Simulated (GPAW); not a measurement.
**AgRh in GPAW: convergence with density grid spacing (A)**

The system is AgRh.

```xyz
2
Lattice="2.7776 0.0000 0.0000 -1.3888 2.4055 0.0000 0.0000 0.0000 4.8086" Properties=species:S:1:pos:R:3 pbc="T T T"
Ag    0.0000    0.0000    2.4043
Rh    1.3888    0.8018    0.0000
```

The cell comes from a database or a generator and needn't be the stable form of this composition.

- Program: GPAW 26.7.0
- Task: convergence study
- Functional: PBE
- Potentials or basis: GPAW PAW data sets (gpaw-data 1.2.1)
- Cutoff: 600 eV
- Basis: pw
- Grid spacing: 0.24 Å
- k mesh: 7 × 7 × 4
- Occupations: fermi-dirac, width 0.05 eV
- Spin: no spin polarisation

These are the settings of the first run; the series varies density grid spacing (A), with any setting tied to it.

Hardware: 1 thread of Arm Neoverse V2, on a shared host.

```
density grid spacing (A)  energy less the tightest run, at zero smearing (meV/atom)  pressure (GPa)  SCF cycles  CPU time (s)  peak memory (GiB)
                    0.24                                                      -0.85           -1.34          11            10               0.15
                     0.2                                                       0.07           -1.38          11            11               0.15
                    0.17                                                       0.02           -1.38          11            18               0.16
                    0.15                                                       0.01           -1.38          11            19               0.17
                    0.13                                                       0.00           -1.38          11            30                0.2
                    0.11                                                       0.00           -1.38          11            43               0.23
                    0.09                                                       0.00           -1.39          11            50                0.3
```

Against the tightest run, the energy stays within 1 meV/atom from 0.24 on; the pressure stays within 0.1 GPa from 0.24 on. The tightest run that finished is the yardstick and may itself not be fully converged.

Caveat, for the tightest run too: the k mesh is coarse (spacing up to 0.37 Å⁻¹), so the values aren't converged.
